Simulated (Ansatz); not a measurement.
# C2H7In: search for a transition state, part 1 of 2

Wanted: the transition state of a 1,2-elimination (form H2–H4 and break In1–H2, C3–H4). The guess is relaxed with those distances held, a saddle search follows, and vibrations and two downhill relaxations check it.

Method: PBE0-D4, def2-SVP first, then def2-TZVP; program: Ansatz 0.2.0, Gaussian basis.

105 further runs of the same task are left out: 105 set aside as unsound or not needed.

### Step 1. Starting geometry

The guess: 10 atoms, charge 0, spin multiplicity 1.

Atoms are counted from 1 here; the program's logs count them from 0.

Bond lengths: In1–C3 2.250 Å, In1–C5 2.354 Å, C3–H6 1.100 Å, C3–H7 1.097 Å, C5–H8 1.090 Å, C5–H9 1.090 Å, C5–H10 1.090 Å. Angles: C3–In1–C5 173.0°, In1–C3–H6 104.4°, In1–C3–H7 118.0°, H6–C3–H7 105.7°, In1–C5–H8 109.5°, In1–C5–H9 111.3°, In1–C5–H10 107.6°, H8–C5–H9 109.7°, H8–C5–H10 109.1°, H9–C5–H10 109.6°.

Geometry (Å):

```mol
C2H7In
  3D, bonds by distance, orders not assigned

 10  7  0  0  0  0  0  0  0  0999 V2000
   -0.0285    0.1210    0.1985 In  0  0
   -0.7188   -0.2410   -2.1428 H   0  0
   -0.6110    2.0073   -0.8806 C   0  0
   -0.6774    0.7867   -1.9489 H   0  0
    0.8349   -1.7288    1.3708 C   0  0
   -1.6515    2.1884   -0.5721 H   0  0
   -0.0652    2.9278   -0.6395 H   0  0
    0.0654   -2.4950    1.4607 H   0  0
    1.1833   -1.4404    2.3628 H   0  0
    1.6686   -2.1259    0.7912 H   0  0
  1  3  8  0
  1  5  8  0
  3  6  8  0
  3  7  8  0
  5  8  8  0
  5  9  8  0
  5 10  8  0
M  END
```

Distances that are to change: H2–H4 1.05 Å, In1–H2 2.47 Å, C3–H4 1.62 Å.

### Step 2. Constrained relaxation of the guess

hold/in.yaml

```yaml
crystal:
  periodic: [false, false, false]
  atoms:
    - {symbol: In, position_ang: [-0.028500, 0.121000, 0.198500]}
    - {symbol: H, position_ang: [-0.718800, -0.241000, -2.142800]}
    - {symbol: C, position_ang: [-0.611000, 2.007300, -0.880600]}
    - {symbol: H, position_ang: [-0.677400, 0.786700, -1.948900]}
    - {symbol: C, position_ang: [0.834900, -1.728800, 1.370800]}
    - {symbol: H, position_ang: [-1.651500, 2.188400, -0.572100]}
    - {symbol: H, position_ang: [-0.065200, 2.927800, -0.639500]}
    - {symbol: H, position_ang: [0.065400, -2.495000, 1.460700]}
    - {symbol: H, position_ang: [1.183300, -1.440400, 2.362800]}
    - {symbol: H, position_ang: [1.668600, -2.125900, 0.791200]}
basis:
  gaussian: {orbitals: def2-SVP}
hamiltonian: {xc: pbe0, dispersion: d4}
relax: {f_tol: 0.04, max_steps: 150, escape_saddle: false, constraints: [{distance: [1, 3]}, {distance: [0, 1]}, {distance: [2, 3]}]}
```

Run with:

```bash
ansatz run in.yaml --threads 4 --pin off --events-out ev --progress --plain --max-ram 9574MiB
```

The program printed:

```text
Functional definition: PBE0
  name "PBE0"
  cite "Adamo & Barone, J. Chem. Phys. 110, 6158 (1999) doi:10.1063/1.478522"
  cite "Perdew, Burke & Ernzerhof, Phys. Rev. Lett. 77, 3865 (1996) doi:10.1103/PhysRevLett.77.3865"
  parent pbe
  parameter a = 0.25
  parameter kappa = 0.804
  parameter beta = 0.06672455060314922
  exchange = (1 - a)*pbe_x(kappa = kappa, mu = beta*pi^2/3) + a*exact_x
  correlation = pbe_c(beta = beta)
1082 factors; integrals over basis functions are off by at most 3.7e-4 eV
mean field evaluation 1: about -7341.3712 eV, gradient 6.4e1 eV
mean field evaluation 2: about -7309.4961 eV, gradient 9.7e1 eV
mean field evaluation 4: about -7352.6485 eV, gradient 1.1e1 eV
mean field evaluation 8: about -7353.0349 eV, gradient 1.4e-1 eV
mean field evaluation 16: about -7353.0349 eV, gradient 4.1e-5 eV
mean field -7353.03494169 eV, -270.2190500412 hartree, gradient 4.1e-5 eV, S^2 0.000000; 0 other end points of the search recorded, 0 dependent functions left out
the calculation of the forces begins
reference -7353.03497421 eV, -270.2190512361 hartree; 20, 20 occupied and 69, 69 virtual orbitals, 1082 factors
relax step   1: F+E_penalty+E_count = -7353.19021761 eV  Δ(F+E_penalty+E_count) = +0.000e0 eV  max|allowed force component| = 1.025e0 eV/Å  Δτ_max = 0.0000 Å  (27 SCF iters, accepted)
  distance H 1 - H 3 held at 1.046651 Å   reaction = +7.3845e-1 eV/Å
  distance In 0 - H 1 held at 2.467639 Å   reaction = +3.0289e-1 eV/Å
  distance C 2 - H 3 held at 1.623434 Å   reaction = +1.0827e0 eV/Å
these checks for a lower state are left out or cut short: starts, cluster_reference, orbital_swaps, neighbouring_geometries, increment
1082 factors; integrals over basis functions are off by at most 3.8e-4 eV
mean field -7353.34667206 eV, -270.2305059207 hartree, gradient 2.2e-5 eV, S^2 0.000000; 0 other end points of the search recorded, 0 dependent functions left out
the calculation of the forces begins
reference -7353.34670492 eV, -270.2305071283 hartree; 20, 20 occupied and 69, 69 virtual orbitals, 1082 factors
relax step   2: F+E_penalty+E_count = -7353.50409249 eV  Δ(F+E_penalty+E_count) = -3.139e-1 eV  max|allowed force component| = 6.463e-1 eV/Å  Δτ_max = 0.1957 Å  (30 SCF iters, accepted)
  distance H 1 - H 3 held at 1.046651 Å   reaction = +6.6399e-1 eV/Å
  distance In 0 - H 1 held at 2.467639 Å   reaction = +4.7797e-1 eV/Å
  distance C 2 - H 3 held at 1.623434 Å   reaction = +4.1794e-1 eV/Å
these checks for a lower state are left out or cut short: starts, cluster_reference, orbital_swaps, neighbouring_geometries, increment
1082 factors; integrals over basis functions are off by at most 4.2e-4 eV
mean field -7353.43814200 eV, -270.2338673792 hartree, gradient 1.0e-5 eV, S^2 0.000000; 0 other end points of the search recorded, 0 dependent functions left out
the calculation of the forces begins
reference -7353.43817497 eV, -270.2338685907 hartree; 20, 20 occupied and 69, 69 virtual orbitals, 1082 factors
relax step   3: F+E_penalty+E_count = -7353.59732851 eV  Δ(F+E_penalty+E_count) = -9.324e-2 eV  max|allowed force component| = 1.058e0 eV/Å  Δτ_max = 0.1939 Å  (29 SCF iters, accepted)
  distance H 1 - H 3 held at 1.046651 Å   reaction = +9.3857e-1 eV/Å
  distance In 0 - H 1 held at 2.467639 Å   reaction = +3.3025e-1 eV/Å
  distance C 2 - H 3 held at 1.623434 Å   reaction = -2.2109e-1 eV/Å
these checks for a lower state are left out or cut short: starts, cluster_reference, orbital_swaps, neighbouring_geometries, increment
1082 factors; integrals over basis functions are off by at most 4.4e-4 eV
mean field evaluation 32: about -7353.3515 eV, gradient 4.9e0 eV
mean field -7353.46796889 eV, -270.2349634972 hartree, gradient 1.7e-5 eV, S^2 0.000000; 0 other end points of the search recorded, 0 dependent functions left out
the calculation of the forces begins
reference -7353.46800198 eV, -270.2349647130 hartree; 20, 20 occupied and 69, 69 virtual orbitals, 1082 factors
relax step   4: F+E_penalty+E_count = -7353.62305488 eV  Δ(F+E_penalty+E_count) = -2.573e-2 eV  max|allowed force component| = 1.011e0 eV/Å  Δτ_max = 0.1555 Å  (29 SCF iters, accepted)
  distance H 1 - H 3 held at 1.046651 Å   reaction = +1.0584e0 eV/Å
  distance In 0 - H 1 held at 2.467639 Å   reaction = +2.8000e-1 eV/Å
  distance C 2 - H 3 held at 1.623434 Å   reaction = -4.3772e-1 eV/Å
these checks for a lower state are left out or cut short: starts, cluster_reference, orbital_swaps, neighbouring_geometries, increment
1082 factors; integrals over basis functions are off by at most 4.3e-4 eV
mean field -7353.48004967 eV, -270.2354074575 hartree, gradient 1.8e-5 eV, S^2 0.000000; 0 other end points of the search recorded, 0 dependent functions left out
the calculation of the forces begins
reference -7353.48008272 eV, -270.2354086721 hartree; 20, 20 occupied and 69, 69 virtual orbitals, 1082 factors
relax step   5: F+E_penalty+E_count = -7353.63871908 eV  Δ(F+E_penalty+E_count) = -1.566e-2 eV  max|allowed force component| = 6.982e-1 eV/Å  Δτ_max = 0.2003 Å  (29 SCF iters, accepted)
  distance H 1 - H 3 held at 1.046651 Å   reaction = +1.1183e0 eV/Å
  distance In 0 - H 1 held at 2.467639 Å   reaction = +3.2143e-1 eV/Å
  distance C 2 - H 3 held at 1.623434 Å   reaction = -2.1373e-1 eV/Å
these checks for a lower state are left out or cut short: starts, cluster_reference, orbital_swaps, neighbouring_geometries, increment
1082 factors; integrals over basis functions are off by at most 4.3e-4 eV
mean field -7353.50321167 eV, -270.2362586453 hartree, gradient 1.2e-5 eV, S^2 0.000000; 0 other end points of the search recorded, 0 dependent functions left out
the calculation of the forces begins
reference -7353.50324483 eV, -270.2362598639 hartree; 20, 20 occupied and 69, 69 virtual orbitals, 1082 factors
relax step   6: F+E_penalty+E_count = -7353.66240133 eV  Δ(F+E_penalty+E_count) = -2.368e-2 eV  max|allowed force component| = 3.546e-1 eV/Å  Δτ_max = 0.0584 Å  (29 SCF iters, accepted)
  distance H 1 - H 3 held at 1.046651 Å   reaction = +1.1677e0 eV/Å
  distance In 0 - H 1 held at 2.467639 Å   reaction = +3.7704e-1 eV/Å
  distance C 2 - H 3 held at 1.623434 Å   reaction = -9.8135e-2 eV/Å
these checks for a lower state are left out or cut short: starts, cluster_reference, orbital_swaps, neighbouring_geometries, increment
1082 factors; integrals over basis functions are off by at most 4.2e-4 eV
mean field -7353.51146067 eV, -270.2365617905 hartree, gradient 7.9e-6 eV, S^2 0.000000; 0 other end points of the search recorded, 0 dependent functions left out
the calculation of the forces begins
reference -7353.51149381 eV, -270.2365630086 hartree; 20, 20 occupied and 69, 69 virtual orbitals, 1082 factors
relax step   7: F+E_penalty+E_count = -7353.67036301 eV  Δ(F+E_penalty+E_count) = -7.962e-3 eV  max|allowed force component| = 1.204e-1 eV/Å  Δτ_max = 0.0592 Å  (30 SCF iters, accepted)
  distance H 1 - H 3 held at 1.046651 Å   reaction = +1.1513e0 eV/Å
  distance In 0 - H 1 held at 2.467639 Å   reaction = +2.9026e-1 eV/Å
  distance C 2 - H 3 held at 1.623434 Å   reaction = -1.0922e-2 eV/Å
these checks for a lower state are left out or cut short: starts, cluster_reference, orbital_swaps, neighbouring_geometries, increment
1082 factors; integrals over basis functions are off by at most 4.3e-4 eV
mean field evaluation 64: about -7353.5131 eV, gradient 9.3e-5 eV
mean field -7353.51307308 eV, -270.2366210455 hartree, gradient 5.6e-6 eV, S^2 0.000000; 0 other end points of the search recorded, 0 dependent functions left out
the calculation of the forces begins
reference -7353.51310619 eV, -270.2366222622 hartree; 20, 20 occupied and 69, 69 virtual orbitals, 1082 factors
relax step   8: F+E_penalty+E_count = -7353.67080378 eV  Δ(F+E_penalty+E_count) = -4.408e-4 eV  max|allowed force component| = 2.217e-1 eV/Å  Δτ_max = 0.0566 Å  (29 SCF iters, accepted)
  distance H 1 - H 3 held at 1.046651 Å   reaction = +1.2100e0 eV/Å
  distance In 0 - H 1 held at 2.467639 Å   reaction = +3.2790e-1 eV/Å
  distance C 2 - H 3 held at 1.623434 Å   reaction = -8.0184e-2 eV/Å
these checks for a lower state are left out or cut short: starts, cluster_reference, orbital_swaps, neighbouring_geometries, increment
1082 factors; integrals over basis functions are off by at most 4.2e-4 eV
mean field -7353.51610407 eV, -270.2367324322 hartree, gradient 8.9e-5 eV, S^2 0.000000; 0 other end points of the search recorded, 0 dependent functions left out
the calculation of the forces begins
reference -7353.51613716 eV, -270.2367336484 hartree; 20, 20 occupied and 69, 69 virtual orbitals, 1082 factors
relax step   9: F+E_penalty+E_count = -7353.67449790 eV  Δ(F+E_penalty+E_count) = -3.694e-3 eV  max|allowed force component| = 5.022e-2 eV/Å  Δτ_max = 0.0385 Å  (26 SCF iters, accepted)
  distance H 1 - H 3 held at 1.046651 Å   reaction = +1.1909e0 eV/Å
  distance In 0 - H 1 held at 2.467639 Å   reaction = +2.9043e-1 eV/Å
  distance C 2 - H 3 held at 1.623434 Å   reaction = -8.7162e-2 eV/Å
these checks for a lower state are left out or cut short: starts, cluster_reference, orbital_swaps, neighbouring_geometries, increment
1082 factors; integrals over basis functions are off by at most 4.2e-4 eV
mean field -7353.51644076 eV, -270.2367448053 hartree, gradient 8.9e-5 eV, S^2 0.000000; 0 other end points of the search recorded, 0 dependent functions left out
the calculation of the forces begins
reference -7353.51647383 eV, -270.2367460207 hartree; 20, 20 occupied and 69, 69 virtual orbitals, 1082 factors
relax step  10: F+E_penalty+E_count = -7353.67499623 eV  Δ(F+E_penalty+E_count) = -4.983e-4 eV  max|allowed force component| = 1.065e-2 eV/Å  Δτ_max = 0.0233 Å  (26 SCF iters, accepted)
  distance H 1 - H 3 held at 1.046651 Å   reaction = +1.1978e0 eV/Å
  distance In 0 - H 1 held at 2.467639 Å   reaction = +3.0323e-1 eV/Å
  distance C 2 - H 3 held at 1.623434 Å   reaction = -8.4390e-2 eV/Å
1082 factors; integrals over basis functions are off by at most 4.2e-4 eV
mean field -7353.51644076 eV, -270.2367448053 hartree, gradient 8.9e-5 eV, S^2 0.000000; 1 other end points of the search recorded, 0 dependent functions left out
the calculation of the forces begins
reference -7353.51647383 eV, -270.2367460207 hartree; 20, 20 occupied and 69, 69 virtual orbitals, 1082 factors
Total energy: -7353.67502930 eV, -270.2425728269 hartree
Atom 0 at    -0.272036     0.147565     0.426345 Å, force    -0.071119    -0.048192    -0.296045 eV/Å
Atom 1 at    -0.813711    -0.331318    -1.932999 Å, force     0.502974     1.151185     0.514903 eV/Å
Atom 2 at    -0.463492     1.871232    -0.693476 Å, force    -0.001979     0.059559     0.060911 eV/Å
Atom 3 at    -0.434869     0.623327    -1.731480 Å, force    -0.433830    -1.156797    -0.284693 eV/Å
Atom 4 at     0.753776    -1.561018     1.220778 Å, force     0.002150    -0.004808     0.005030 eV/Å
Atom 5 at    -1.507826     1.996142    -1.025728 Å, force     0.005629     0.000149     0.002903 eV/Å
Atom 6 at    -0.058669     2.825883    -0.314370 Å, force    -0.003665    -0.000084    -0.003195 eV/Å
Atom 7 at     0.032836    -2.360081     1.442131 Å, force     0.002415    -0.000715     0.001264 eV/Å
Atom 8 at     1.292227    -1.292029     2.141055 Å, force     0.003131     0.000266    -0.001713 eV/Å
Atom 9 at     1.471565    -1.919602     0.467844 Å, force    -0.005708    -0.000563     0.000636 eV/Å
Dipole moment:     0.162765    -0.218030     0.628502 e Å
```

It took 13 s on 4 threads of Arm Neoverse V2, shared host.

The steps of the relaxation:

| step | energy from step 1 (eV) | largest force component (eV/Å) |
| --- | --- | --- |
| 1 | 0.0000 | 1.0249 |
| 2 | -0.3139 | 0.6463 |
| 3 | -0.4071 | 1.0584 |
| 4 | -0.4328 | 1.0106 |
| 5 | -0.4485 | 0.6982 |
| 6 | -0.4722 | 0.3546 |
| 7 | -0.4801 | 0.1204 |
| 8 | -0.4806 | 0.2217 |
| 9 | -0.4843 | 0.0502 |
| 10 | -0.4848 | 0.0107 |

Close pairs (by a distance rule), those that changed most:

| bond | before (Å) | after (Å) | change (Å) |
| --- | --- | --- | --- |
| In1–C5 | 2.354 | 2.145 | -0.209 |
| In1–C3 | 2.250 | 2.064 | -0.185 |
| In1–H4 | 2.340 | 2.216 | -0.124 |
| C5–H10 | 1.090 | 1.100 | +0.010 |
| C5–H9 | 1.090 | 1.100 | +0.009 |
| C5–H8 | 1.090 | 1.099 | +0.009 |
| C3–H7 | 1.097 | 1.104 | +0.007 |
| C3–H6 | 1.100 | 1.103 | +0.003 |

### Step 3. Force constants to start from

hessian/in.yaml

```yaml
crystal:
  periodic: [false, false, false]
  atoms:
    - {symbol: In, position_ang: [-0.272036, 0.147565, 0.426345]}
    - {symbol: H, position_ang: [-0.813711, -0.331318, -1.932999]}
    - {symbol: C, position_ang: [-0.463492, 1.871232, -0.693476]}
    - {symbol: H, position_ang: [-0.434869, 0.623327, -1.731480]}
    - {symbol: C, position_ang: [0.753776, -1.561018, 1.220778]}
    - {symbol: H, position_ang: [-1.507826, 1.996142, -1.025728]}
    - {symbol: H, position_ang: [-0.058669, 2.825883, -0.314370]}
    - {symbol: H, position_ang: [0.032836, -2.360081, 1.442131]}
    - {symbol: H, position_ang: [1.292227, -1.292029, 2.141055]}
    - {symbol: H, position_ang: [1.471565, -1.919602, 0.467844]}
basis:
  gaussian: {orbitals: def2-SVP}
hamiltonian: {xc: pbe0, dispersion: d4}
phonons: {}
scf: {lower_state_search: off}
```

Run with:

```bash
ansatz run in.yaml --threads 4 --pin off --events-out ev --progress --plain --max-ram 9574MiB
```

The program printed, cut to the lines that bear on the results:

```text
[... 5 set-up lines as earlier in the session ...]
[...]
1081 factors; integrals over basis functions are off by at most 4.3e-4 eV
[...]
mean field -7353.51642889 eV, -270.2367443692 hartree, gradient 2.9e-6 eV, S^2 0.000000; 0 other end points of the search recorded, 0 dependent functions left out
[...]
reference -7353.51646197 eV, -270.2367455850 hartree; 20, 20 occupied and 69, 69 virtual orbitals, 1081 factors
[... from here to the last solve, the lines of the solves are left out (59 solves) ...]
1081 factors; integrals over basis functions are off by at most 4.3e-4 eV
mean field -7353.51636526 eV, -270.2367420309 hartree, gradient 2.6e-6 eV, S^2 0.000000; 0 other end points of the search recorded, 0 dependent functions left out
[...]
reference -7353.51639835 eV, -270.2367432468 hartree; 20, 20 occupied and 69, 69 virtual orbitals, 1081 factors
[...]
WARN: phonons: 3 modes above zero are rigid motions of the cell's bodies and no vibrations: the zero-point energy, free energy, entropy and heat capacity leave them out. With what each would have added to F at 1000 K, by the weight of its row in the mesh: 27.06 cm⁻¹ (-0.280 eV; rigid [...]
WARN: phonons: modes at or below zero, which the zero-point energy, F, S and C_V leave out: 1, the lowest at -1445.91 cm⁻¹. A minimum has none, and a first-order saddle one
[...]
Atom 1 at    -0.813711    -0.331318    -1.932999 Å, force     0.502905     1.151290     0.514933 eV/Å
Atom 2 at    -0.463492     1.871232    -0.693476 Å, force    -0.002033     0.059427     0.060780 eV/Å
Atom 3 at    -0.434869     0.623327    -1.731480 Å, force    -0.433721    -1.156911    -0.284751 eV/Å
Atom 4 at     0.753776    -1.561018     1.220778 Å, force     0.002212    -0.004771     0.005002 eV/Å
Atom 5 at    -1.507826     1.996142    -1.025728 Å, force     0.005617     0.000303     0.002941 eV/Å
Atom 6 at    -0.058669     2.825883    -0.314370 Å, force    -0.003664    -0.000065    -0.003168 eV/Å
Atom 7 at     0.032836    -2.360081     1.442131 Å, force     0.002421    -0.000726     0.001241 eV/Å
Atom 8 at     1.292227    -1.292029     2.141055 Å, force     0.003101     0.000257    -0.001685 eV/Å
Atom 9 at     1.471565    -1.919602     0.467844 Å, force    -0.005693    -0.000540     0.000650 eV/Å
Dipole moment:     0.162765    -0.218031     0.628501 e Å
Vibrations: -1445.91 44.28 116.17 195.14 411.77 481.79 587.37 618.03 694.85 699.41 757.48 825.55 1180.59 1312.89 1342.17 1418.88 1425.17 1436.52 1508.24 3064.91 3066.68 3168.46 3186.24 3194.06 cm⁻¹, zero-point energy 1.905431 eV
Checks for a lower state left out: stability, starts, cluster_reference, orbital_swaps, neighbouring_geometries, increment
```

Run time: 48 s. Hardware: 4 threads of Arm Neoverse V2, shared host.

The structure is not stationary yet, so these wavenumbers are no spectrum; the search needs only the force constants.

### Step 4. Saddle search in the small basis

A small driver takes partitioned rational-function steps: uphill along one mode, downhill along the rest. It calls the program once a step for energy and forces and updates the Hessian by Bofill's formula. It stops when the largest force is under 0.04 eV/Å and the followed curvature is negative. The first step's input:

presaddle/in.yaml

```yaml
crystal:
  periodic: [false, false, false]
  atoms:
    - {symbol: In, position_ang: [-0.272036, 0.147565, 0.426345]}
    - {symbol: H, position_ang: [-0.813711, -0.331318, -1.932999]}
    - {symbol: C, position_ang: [-0.463492, 1.871232, -0.693476]}
    - {symbol: H, position_ang: [-0.434869, 0.623327, -1.731480]}
    - {symbol: C, position_ang: [0.753776, -1.561018, 1.220778]}
    - {symbol: H, position_ang: [-1.507826, 1.996142, -1.025728]}
    - {symbol: H, position_ang: [-0.058669, 2.825883, -0.314370]}
    - {symbol: H, position_ang: [0.032836, -2.360081, 1.442131]}
    - {symbol: H, position_ang: [1.292227, -1.292029, 2.141055]}
    - {symbol: H, position_ang: [1.471565, -1.919602, 0.467844]}
basis:
  gaussian: {orbitals: def2-SVP}
hamiltonian: {xc: pbe0, dispersion: d4}
output: {forces: true}
scf: {lower_state_search: off}
```

Run with:

```bash
ansatz run in.yaml --threads 4 --pin off --events-out ev --progress --plain --max-ram 9574MiB
```

Step by step:

| step | energy (eV) | largest force (eV/Å) | followed curvature (eV/Å²) |
| --- | --- | --- | --- |
| 1 | -7353.67500 | 1.1569 | -10.27 |
| 2 | -7353.76003 | 0.3180 | -10.47 |
| 3 | -7353.76325 | 0.0593 | -10.62 |
| 4 | -7353.76390 | 0.0464 | -10.64 |
| 5 | -7353.76420 | 0.0331 | -10.65 |

The 5 steps took 5 s in all (4 threads of Arm Neoverse V2, shared host).

### Step 5. Saddle search in triple zeta

A small driver takes partitioned rational-function steps: uphill along one mode, downhill along the rest. It calls the program once a step for energy and forces and updates the Hessian by Bofill's formula. It stops when the largest force is under 0.01 eV/Å and the followed curvature is negative. The first step's input:

saddle/in.yaml

```yaml
crystal:
  periodic: [false, false, false]
  atoms:
    - {symbol: In, position_ang: [-0.352692, 0.062279, 0.325531]}
    - {symbol: H, position_ang: [-0.725799, -0.271028, -1.777305]}
    - {symbol: C, position_ang: [-0.480960, 1.875083, -0.692518]}
    - {symbol: H, position_ang: [-0.379607, 0.647793, -1.682107]}
    - {symbol: C, position_ang: [0.741184, -1.572781, 1.197846]}
    - {symbol: H, position_ang: [-1.502412, 2.002446, -1.088107]}
    - {symbol: H, position_ang: [-0.092695, 2.829458, -0.298025]}
    - {symbol: H, position_ang: [0.045523, -2.357736, 1.527277]}
    - {symbol: H, position_ang: [1.334593, -1.227158, 2.057146]}
    - {symbol: H, position_ang: [1.412665, -1.988256, 0.430362]}
basis:
  gaussian: {orbitals: def2-TZVP}
hamiltonian: {xc: pbe0, dispersion: d4}
output: {forces: true}
scf: {lower_state_search: off}
```

Run with:

```bash
ansatz run in.yaml --threads 4 --pin off --events-out ev --progress --plain --max-ram 9574MiB
```

The driver's record:

| step | energy (eV) | largest force (eV/Å) | followed curvature (eV/Å²) |
| --- | --- | --- | --- |
| 1 | -7356.50152 | 0.2784 | -10.65 |
| 2 | -7356.51250 | 0.0650 | -10.69 |
| 3 | -7356.51316 | 0.0361 | -10.67 |
| 4 | -7356.51330 | 0.0063 | -10.69 |

The 4 steps took 6.2 s in all (4 threads of Arm Neoverse V2, shared host).

The point found:

```xyz
10
charge 0, multiplicity 1
In   -0.30605    0.07845    0.32170
H    -0.74874   -0.27629   -1.75133
C    -0.47848    1.86595   -0.70170
H    -0.40312    0.64574   -1.67198
C     0.74264   -1.56465    1.19187
H    -1.50808    1.99201   -1.05033
H    -0.07155    2.81285   -0.33717
H     0.03937   -2.35339    1.45839
H     1.28391   -1.24728    2.08366
H     1.44991   -1.95327    0.45699
```

Followed mode, largest move set to 1: H4 (-0.26, -0.88, -0.39); In1 (0.10, 0.30, 0.30); H2 (0.09, 0.28, -0.29); H7 (-0.08, 0.15, 0.25).

(Continued in part 2 of 2.)
